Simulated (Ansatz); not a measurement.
# Ni (fcc type): a single-point run

Wanted: a converged single-point run for Ni (fcc type), and a check of what comes out. The structure is shown as the input types it.

Program: Ansatz 0.2.0. Level of theory: DFT, PBE, all-electron LAPW, scalar-relativistic. These are calculated values, not measurements.

## Step 1: The system as given

The structure is cubic, space group Fm-3m (No. 225). Conventional cell: a = 3.519 Å, b = 3.519 Å, c = 3.519 Å, α = 90.00°, β = 90.00°, γ = 90.00°. Around Ni (site symmetry m-3m) lie 12 Ni at 2.49 Å.

Structure file:

```cif
data_structure
_symmetry_space_group_name_H-M 'Fm-3m'
_symmetry_Int_Tables_number 225
_cell_length_a 3.5186
_cell_length_b 3.5186
_cell_length_c 3.5186
_cell_angle_alpha 90.000
_cell_angle_beta 90.000
_cell_angle_gamma 90.000
_cell_volume 43.56
loop_
_atom_site_label
_atom_site_type_symbol
_atom_site_symmetry_multiplicity
_atom_site_Wyckoff_symbol
_atom_site_fract_x
_atom_site_fract_y
_atom_site_fract_z
_atom_site_occupancy
Ni1 Ni 4 a 0.00000 0.00000 0.00000 1
```

## Step 2: Input and run

Input file input.yaml:

```yaml
crystal:
  lattice:
    - [-1.7593078052, 1.7593078052, 0.0]
    - [0.0, 0.0, 3.5186156104]
    - [1.7593078052, 1.7593078052, 0.0]
  atoms:
    - { symbol: Ni, position: [0.0, 0.0, 0.0], spin: 1.0 }
    - { symbol: Ni, position: [0.5, 0.5, 0.5], spin: 1.0 }
magnetization:
  spin_polarized: true
kpoints:
  mp_grid: { grid: [1, 1, 1] }
scf:
  occupations: { method: fermi_dirac, width: 0.05 }
  max_iter: 80
hamiltonian:
  xc: pbe
  pseudopotentials: { kind: all_electron, lapw: { basis_error: 0.001 } }
output:
  forces: true
  stress: true
  eigenvalues: true
```

Command:

```
> ansatz run input.yaml --threads 3 --pin off --max-ram 9216MiB --backend cpu --events-out ev --progress --plain --runs-dir out
```

Q: Will this input give a usable result? If not, why, and what should change?

This run ends as converged, with warnings (stability check not made). That alone doesn't make the input a sound one.

In the input, kpoints.mp_grid.grid is [1, 1, 1]. One k-point can't sample the Brillouin zone of so small a cell.

The test: set kpoints.mp_grid.grid to [15, 10, 15].
